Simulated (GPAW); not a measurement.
# VSi2 (P6_422) in GPAW: reference runs

How does VSi2 come out in PBEsol? The cell is run as given.

All numbers are computed with GPAW 26.7.0; they aren't measurements. Logs are shortened: lines on timing, memory, paths and dates and some standing lists are left out, and cuts for length are marked. The log counts tension as positive stress, the text compression.

## 1. Starting point

Symmetry: P6_422, No. 181, hexagonal system. Conventional cell: a = 4.573 Å, b = 4.573 Å, c = 6.374 Å, α = 90.00°, β = 90.00°, γ = 120.00°. V (site symmetry 222) is surrounded by 10 Si at 2.51 to 2.67 Å. Si (site symmetry 2) is surrounded by 5 Si at 2.48 to 2.67 Å and 5 V at 2.51 to 2.67 Å.

## 2. Single point, PBEsol, collinear spin, ferromagnetic start

Input file run.py:

```python
from ase import Atoms
from ase.dft.bandgap import bandgap
from ase.io import write
from ase.units import GPa
from gpaw import GPAW, PW, setup_paths

setup_paths.insert(0, '.')

atoms = Atoms(['V', 'V', 'V', 'Si', 'Si', 'Si', 'Si', 'Si', 'Si'],
              cell=[[4.5726, 0.0, 0.0],
                    [-2.2863, 3.9599877613, 0.0],
                    [0.0, 0.0, 6.3744]],
              scaled_positions=[[0.0, 0.5, 0.3333333333],
                                [0.5, 0.5, 0.6666666667],
                                [0.5, 0.0, 0.0],
                                [0.3252, 0.1626, 0.3333333333],
                                [0.1626, 0.8374, 0.6666666667],
                                [0.8374, 0.6748, 0.0],
                                [0.6748, 0.8374, 0.3333333333],
                                [0.8374, 0.1626, 0.6666666667],
                                [0.1626, 0.3252, 0.0]],
              pbc=True)
atoms.set_initial_magnetic_moments([2.0, 2.0, 2.0, 0.0, 0.0, 0.0, 0.0, 0.0, 0.0])

calc = GPAW(mode=PW(600),
            xc='PBEsol',
            kpts={'size': (7, 7, 4), 'gamma': True},
            occupations={'name': 'fermi-dirac', 'width': 0.05},
            nbands=57,
            convergence={'density': 1e-05, 'energy': 1e-05},
            maxiter=150,
            txt='gpaw.txt')
atoms.calc = calc
energy = atoms.get_potential_energy()
forces = atoms.get_forces()
stress = atoms.get_stress()
calc.write('gs.gpw')
write('result.traj', atoms)
print(f'Energy: {energy:.6f} eV')
print('Forces (eV/A):')
print(forces.round(4))
print('Stress (GPa):', (stress / GPa).round(3))
print('Moments:', calc.get_magnetic_moments().round(3))
print('Fermi level:', round(calc.get_fermi_level(), 4), 'eV')
print(f'Gap: {bandgap(calc)[0]:.4f} eV, direct: {bandgap(calc, direct=True)[0]:.4f} eV')
```

Potentials or basis: PAW data sets generated in the run's folder for this functional, pw.

Launch:

```console
$ gpaw-setup -f PBEsol Si V
$ OMP_NUM_THREADS=1 python run.py
```

gpaw.txt:

```text
__  _  _
 | _ |_)|_||  |
 |__||  | ||/\| - 26.7.0

Input parameters:
  mode=PW(ecut=600.0),
  convergence={'density': 1e-05, 'energy': 1e-05},
  kpts=MonkhorstPack(size=(7, 7, 4), gamma=True),
  maxiter=150,
  nbands=57,
  occupations=Occupations(name='fermi-dirac', width=0.05),
  xc=XC(name='PBEsol')

Diagonalizing LCAO Hamiltonian
Converting LCAO to pw mode

         Si   V
                   Si
              Si
        V
             Si
                 Si
           Si  V

Atoms  # Å, Bohr magnetons
|   | symbol |         x |        y |        z |    initial magnetic moments |
|---|--------|-----------|----------|----------|-----------------------------|
| 0 |      V | -1.143150 | 1.979994 | 2.124800 | ( 0.0000,  0.0000,  2.0000) |
| 1 |      V |  1.143150 | 1.979994 | 4.249600 | ( 0.0000,  0.0000,  2.0000) |
| 2 |      V |  2.286300 | 0.000000 | 0.000000 | ( 0.0000,  0.0000,  2.0000) |
| 3 |     Si |  1.115257 | 0.643894 | 2.124800 | ( 0.0000,  0.0000,  0.0000) |
| 4 |     Si | -1.171043 | 3.316094 | 4.249600 | ( 0.0000,  0.0000,  0.0000) |
| 5 |     Si |  2.286300 | 2.672200 | 0.000000 | ( 0.0000,  0.0000,  0.0000) |
| 6 |     Si |  1.171043 | 3.316094 | 2.124800 | ( 0.0000,  0.0000,  0.0000) |
| 7 |     Si |  3.457343 | 0.643894 | 4.249600 | ( 0.0000,  0.0000,  0.0000) |
| 8 |     Si |  0.000000 | 1.287788 | 0.000000 | ( 0.0000,  0.0000,  0.0000) |

Unit cell  # Å
| periodic |         x |        y |        z |  lengths |     angles |
|----------|-----------|----------|----------|----------|------------|
|      yes |  4.572600 | 0.000000 | 0.000000 | 4.572600 |  90.000000 |
|      yes | -2.286300 | 3.959988 | 0.000000 | 4.572600 |  90.000000 |
|      yes |  0.000000 | 0.000000 | 6.374400 | 6.374400 | 120.000000 |

Number of symmetries: 4
Symmetry operations  # r_c * U_cc + t_c -> r_c
|   | kind |            matrix            |
|---|------|------------------------------|
| 0 |  E   |  1, 0, 0,  0, 1, 0,  0, 0, 1 |
| 1 |  C2  |  1, 0, 0, -1,-1, 0,  0, 0,-1 |
| 2 |  C2  | -1, 0, 0,  1, 1, 0,  0, 0,-1 |
| 3 |  C2  | -1, 0, 0,  0,-1, 0,  0, 0, 1 |

BZ-sampling:
  Number of BZ points: 196
  Number of IBZ points: 48

  Monkhorst-Pack size: [7, 7, 4]
  Monkhorst-Pack shift: [0.0, 0.0, 0.125]

K-points  # in reciprocal-cell coordinates
|     |                                coordinates |     weight |
|-----|--------------------------------------------|------------|
|   0 | (  0.00000000,   0.00000000,   0.00000000) | 0.00510204 |
|   1 | (  0.00000000,   0.00000000,   0.25000000) | 0.01020408 |
|   2 | (  0.00000000,   0.00000000,   0.50000000) | 0.00510204 |
|   3 | (  0.00000000,   0.14285714,   0.00000000) | 0.01020408 |
|   4 | (  0.00000000,   0.14285714,   0.25000000) | 0.02040816 |
|   5 | (  0.00000000,   0.14285714,   0.50000000) | 0.01020408 |
|   6 | (  0.00000000,   0.28571429,   0.00000000) | 0.01020408 |
|   7 | (  0.00000000,   0.28571429,   0.25000000) | 0.02040816 |
|   8 | (  0.00000000,   0.28571429,   0.50000000) | 0.01020408 |
|   9 | (  0.00000000,   0.42857143,   0.00000000) | 0.01020408 |
| ... |                                            |            |
|  47 | (  0.42857143,   0.42857143,   0.50000000) | 0.02040816 |

Plane wave coefficients: 3872
Cutoff: 600.0 eV

Spin-components: 2 (collinear spins)
Bands:           57
Projectors:      48
Spin-degeneracy: 1
Datatype:        complex128

Parallelization:
  kpt:    1
  domain: 1
  band:   1

Density:
  Valence electrons: 63.0
  Components: 2
  Grid points: [27 27 40]
  Charge: 0.0  # |e|

Potential:
  Grid points: [27 27 40]

species:
  V:
    name:    Vanadium
    Z:       23.0
    valence: 13
    core:    10
    charge:  0.0  # [|e|]
    compensation charges:
      type: gauss
      rc: 0.37  # [Å]
      lmax: 2
    cutoffs:
      filter: 2.14  # [Å]
      core: 0.96  # [Å]
    projectors
    | kind |    occ | energy [eV] | rcut [Å] |
    |------|--------|-------------|----------|
    |   3s |  2.000 |     -70.022 |    1.254 |
    |   4s |  2.000 |      -4.715 |    1.254 |
    |   3p |  6.000 |     -43.949 |    1.281 |
    |   4p |  0.000 |      -1.426 |    1.281 |
    |   3d |  3.000 |      -5.183 |    1.169 |
    |    d |        |      22.028 |    1.169 |

    Using partial waves for V as LCAO basis

  Si:
    name:    Silicon
    Z:       14.0
    valence: 4
    core:    10
    charge:  0.0  # [|e|]
    compensation charges:
      type: gauss
      rc: 0.33  # [Å]
      lmax: 2
    cutoffs:
      filter: 1.86  # [Å]
      core: 2.06  # [Å]
    projectors
    | kind |    occ | energy [eV] | rcut [Å] |
    |------|--------|-------------|----------|
    |   3s |  2.000 |     -10.768 |    1.058 |
    |   3p |  2.000 |      -4.057 |    1.058 |
    |    s |        |      16.444 |    1.058 |
    |    p |        |      23.155 |    1.058 |
    |    d |        |       0.000 |    1.058 |

    Using partial waves for Si as LCAO basis

Reference energy: -124608.395885  # eV

eigensolver:
  PPCG
  Converge bands: occupied
  niter=2

density mixing:
  MSR1-Mixer
  Pratt-step length: 0.05
  Maximum mixing coefficient: 0.75
  Old densities: 10
  SVD Regularization: 0.005
  Good broyden scale: 1.0
  Trust region scale: 1.0
  Backstep threshold: 4.0
  History deletion threshold: 6.0
  Fourier metric: weight=20.0, sigma=0.015

occupation numbers:
  Fermi-Dirac:
    width: 0.0500  # eV

poisson solver:
  ecut: 4800.0  # eV

xc functional:
  name: PBEsol with 2 nearest neighbor stencil

convergence criteria:
- Maximum integral of absolute [dens]ity change: 1e-05 electrons / valence electron
- Maximum [total energy] change in last 3 cyles: 1e-05 eV / valence electron
- Maximum integral of absolute [eigenst]ate change: 4e-08 eV^2 / valence electron
maximum number of iterations: 150

SCF iterations
|iter     | |      energy | eigst |  dens |  magmom |
|---------|-|-------------|-------|-------|---------|
|iter:   1| |  -65.763242 | +0.80 |       |  +6.0176|
|iter:   2| |  -66.384634 | -0.81 | -0.94 |  +5.8280|
|iter:   3| |  -74.033658 | -0.49 | -0.94 |  +3.0346|
|iter:   4| |  -69.146242 | -0.35 | -0.80 |  +3.8767|
|iter:   5| |  -66.913022 | -1.03 | -0.89 |  +2.1039|
|iter:   6| |  -67.027396 | -2.08 | -1.60 |  +0.8037|
|iter:   7| |  -67.222002 | -2.43 | -1.82 |  +0.3754|
|iter:   8| |  -67.033926 | -2.66 | -1.60 |  +0.4111|
|iter:   9| |  -67.040947 | -3.26 | -2.04 |  +0.2150|
|iter:  10| |  -67.041351 | -4.20 | -2.58 |  +0.1522|
|iter:  11| |  -67.041822 | -4.52 | -2.97 |  +0.0689|
|iter:  12| |  -67.041902c| -5.26 | -3.37 |  +0.0306|
|iter:  13| |  -67.041922c| -5.86 | -3.57 |  +0.0134|
|iter:  14| |  -67.041930c| -6.04 | -3.78 |  -0.0038|
|iter:  15| |  -67.041930c| -7.28 | -4.30 |  -0.0009|
|iter:  16| |  -67.041930c| -7.88c| -4.89 |  -0.0001|
|iter:  17| |  -67.041930c| -8.18c| -5.55c|  -0.0001|

Converged in 17 steps
Energy contributions relative to reference atoms: (reference = -124608.395885)

Energy contributions:
  Kinetic:          24.216228
  Coulomb:         -14.061211
  Zero:              0.324127
  External:          0.000000
  Xc:              -77.498060
  Entropy:          -0.046028
  Spinorbit:         0.000000
  ----------------------------
  Free energy:     -67.064944
  Extrapolated:    -67.041930

dipole moment: (-5.516036, -9.554052, -43.083148)  # |e|*Ang

Total magnetic moment: (0.000000, 0.000000, -0.000091)

Local magnetic moments
|        x |        y |         z |
|----------|----------|-----------|
| 0.000000 | 0.000000 | -0.000021 |  # V    0
| 0.000000 | 0.000000 | -0.000021 |  # V    1
| 0.000000 | 0.000000 | -0.000025 |  # V    2
| 0.000000 | 0.000000 |  0.000002 |  # Si   3
| 0.000000 | 0.000000 |  0.000002 |  # Si   4
| 0.000000 | 0.000000 |  0.000002 |  # Si   5
| 0.000000 | 0.000000 |  0.000002 |  # Si   6
| 0.000000 | 0.000000 |  0.000002 |  # Si   7
| 0.000000 | 0.000000 |  0.000002 |  # Si   8

Fermi level: 10.469
Eigenvalues  # (at kpt = [0.000, 0.000, 0.000])
| band index |      eig [eV] | occ [0-1] |      eig [eV] | occ [0-1] |
|------------|---------------|-----------|---------------|-----------|
|          0 |       -53.253 |     1.000 |       -53.253 |     1.000 |
|        ... |               |           |               |           |
|         24 |         8.263 |     1.000 |         8.263 |     1.000 |
|         25 |         8.336 |     1.000 |         8.336 |     1.000 |
|         26 |         8.336 |     1.000 |         8.336 |     1.000 |
|         27 |         8.373 |     1.000 |         8.373 |     1.000 |
|         28 |         8.373 |     1.000 |         8.373 |     1.000 |
|         29 |         8.691 |     1.000 |         8.691 |     1.000 |
[... 8 lines left out ...]
|         38 |        13.274 |     0.000 |        13.274 |     0.000 |
|         39 |        13.525 |     0.000 |        13.525 |     0.000 |
|        ... |               |           |               |           |
|         56 |        22.229 |     0.000 |        22.229 |     0.000 |

No gap
No difference between direct/indirect transitions

Forces  # eV/Ang
|        x |        y |        z |
|----------|----------|----------|
| -0.00000 |  0.00000 |  0.00001 |  # V    0
|  0.00000 | -0.00000 | -0.00001 |  # V    1
|  0.00000 |  0.00000 |  0.00000 |  # V    2
|  0.05457 |  0.03153 |  0.00001 |  # Si   3
|  0.05457 | -0.03153 | -0.00001 |  # Si   4
|  0.00000 | -0.06303 |  0.00000 |  # Si   5
| -0.05457 | -0.03153 |  0.00001 |  # Si   6
| -0.05457 |  0.03153 | -0.00001 |  # Si   7
|  0.00000 |  0.06303 |  0.00000 |  # Si   8

Stress tensor  # eV/Ang^3
|         x |         y |        z |
|-----------|-----------|----------|
|  0.025872 | -0.000000 | 0.000000 |
| -0.000000 |  0.025872 | 0.000000 |
|  0.000000 |  0.000000 | 0.022164 |

# Writing to gs.gpw (mode='')
```

Wall time 10 min (1 thread of Arm Neoverse V2, shared host); peak memory 0.6 GiB.

What came out:

```
Free energy            : -67.0649 eV
Pressure               : -3.9 GPa
Largest force          : 0.063 eV/Å
Band gap on the k mesh : none (metal or under the smearing width)
Net moment             : 0.00 μB per cell
```

Forces in eV/Å, atoms in the order of the input:
```
V    0.000  0.000  0.000
V    0.000  0.000  0.000
V    0.000  0.000  0.000
Si   0.055  0.032  0.000
Si   0.055 -0.032  0.000
Si   0.000 -0.063  0.000
Si  -0.055 -0.032  0.000
Si  -0.055  0.032  0.000
Si   0.000  0.063  0.000
```

Levels at points of the mesh, in eV from the Fermi level:
Spin up:
| k point | band 30 | band 31 | band 32 | band 33 | band 34 | band 35 |
| --- | --- | --- | --- | --- | --- | --- |
| (0.00, 0.00, 0.00) | -1.78 | -1.78 | -1.69 | 0.37 | 2.07 | 2.41 |
| (0.00, 0.00, 0.50) | -1.83 | -1.55 | 0.55 | 0.55 | 2.06 | 2.43 |
Spin down:
| k point | band 30 | band 31 | band 32 | band 33 | band 34 | band 35 |
| --- | --- | --- | --- | --- | --- | --- |
| (0.00, 0.00, 0.00) | -1.78 | -1.78 | -1.69 | 0.37 | 2.07 | 2.41 |
| (0.00, 0.00, 0.50) | -1.83 | -1.55 | 0.55 | 0.55 | 2.06 | 2.43 |
